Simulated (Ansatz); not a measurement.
**C7H12O2: basis-set convergence**

How large a basis does C7H12O2 need? Two functionals are run in growing sets.

Program: Ansatz 0.2.0, Gaussian basis. Level of theory: one geometry, several basis sets. These are calculated values, not measurements.

Levels to be run: PBE0-D4/def2-SVP; ωB97M-V/def2-SVP; PBE0-D4/def2-QZVPP; ωB97M-V/def2-QZVPP; the functionals' def2-TZVPP values are taken from earlier runs.

### Step 1. Structure used throughout

An earlier PBE0-D4 in a triple-zeta def2 set relaxation fixed the geometry.

SMILES `CC(C)(C)C(=O)CC=O`, 21 atoms, charge 0, spin multiplicity 1.

Atoms are counted from 1 here; the program's logs count them from 0.

Bond lengths: C1–C2 1.532 Å, C1–H10 1.093 Å, C1–H11 1.093 Å, C1–H12 1.092 Å, C2–C3 1.531 Å, C2–C4 1.521 Å, C2–C5 1.523 Å, C3–H13 1.093 Å, C3–H14 1.092 Å, C3–H15 1.093 Å, C4–H16 1.091 Å, C4–H17 1.091 Å, C4–H18 1.093 Å, C5–O6 1.205 Å, C5–C7 1.523 Å, C7–C8 1.509 Å, C7–H19 1.095 Å, C7–H20 1.088 Å and more. Angles: C2–C1–H10 109.3°, C2–C1–H11 111.2°, C2–C1–H12 112.6°, H10–C1–H11 107.8°, H10–C1–H12 107.7°, H11–C1–H12 108.1°, C1–C2–C3 110.0°, C1–C2–C4 110.1°, C1–C2–C5 108.4°, C3–C2–C4 109.9°, C3–C2–C5 108.9°, C4–C2–C5 109.4°, C2–C3–H13 111.2°, C2–C3–H14 112.4°, C2–C3–H15 109.3°, H13–C3–H14 108.4°, H13–C3–H15 107.8°, H14–C3–H15 107.5° and more.

### Step 2. PBE0-D4 in def2-SVP

The input, in.yaml:

```yaml
crystal:
  periodic: [false, false, false]
  atoms:
    - {symbol: C, position_ang: [0.739338, 0.697279, -1.163107]}
    - {symbol: C, position_ang: [-0.469406, -0.052190, -0.594468]}
    - {symbol: C, position_ang: [-0.395143, -1.532730, -0.979094]}
    - {symbol: C, position_ang: [-1.759311, 0.555724, -1.124269]}
    - {symbol: C, position_ang: [-0.439298, 0.066098, 0.923326]}
    - {symbol: O, position_ang: [-1.330033, 0.570930, 1.559300]}
    - {symbol: C, position_ang: [0.796883, -0.432935, 1.658871]}
    - {symbol: C, position_ang: [1.519230, 0.743494, 2.268319]}
    - {symbol: O, position_ang: [2.684159, 0.969075, 2.101534]}
    - {symbol: H, position_ang: [0.733462, 0.618139, -2.252942]}
    - {symbol: H, position_ang: [0.703702, 1.758427, -0.904682]}
    - {symbol: H, position_ang: [1.688711, 0.293574, -0.805721]}
    - {symbol: H, position_ang: [-1.233643, -2.093507, -0.558814]}
    - {symbol: H, position_ang: [0.532998, -2.002718, -0.648275]}
    - {symbol: H, position_ang: [-0.441823, -1.625652, -2.066837]}
    - {symbol: H, position_ang: [-2.633225, 0.042679, -0.719961]}
    - {symbol: H, position_ang: [-1.841018, 1.608276, -0.849450]}
    - {symbol: H, position_ang: [-1.783892, 0.478044, -2.213806]}
    - {symbol: H, position_ang: [0.432257, -1.053132, 2.484343]}
    - {symbol: H, position_ang: [1.491898, -1.002699, 1.046446]}
    - {symbol: H, position_ang: [0.879555, 1.404525, 2.886485]}
basis:
  gaussian: {orbitals: def2-SVP}
hamiltonian: {xc: pbe0, dispersion: d4}
output: {orbitals: {seedname: orbitals}}
```

Launch:

```bash
$ ansatz run in.yaml --threads 4 --pin off --events-out ev --progress --plain --max-ram 66560MiB --backend cpu
```

After this run come: ωB97M-V in def2-SVP; PBE0-D4 in def2-QZVPP; ωB97M-V in def2-QZVPP.

Q: Predict the results of all the runs planned. Wanted: PBE0-D4: double and triple zeta above quadruple; ωB97M-V: double and triple zeta above quadruple.

The runs gave:

| quantity | value |
| --- | --- |
| PBE0-D4: double and triple zeta above quadruple | 13.47, 0.63 eV |
| ωB97M-V: double and triple zeta above quadruple | 14.05, 0.60 eV |

For PBE0-D4 the step from double to triple zeta gains 12.84 eV and the next only 0.63 eV. These are total energies; as a rule much of such shifts cancels in differences, which this series doesn't test.
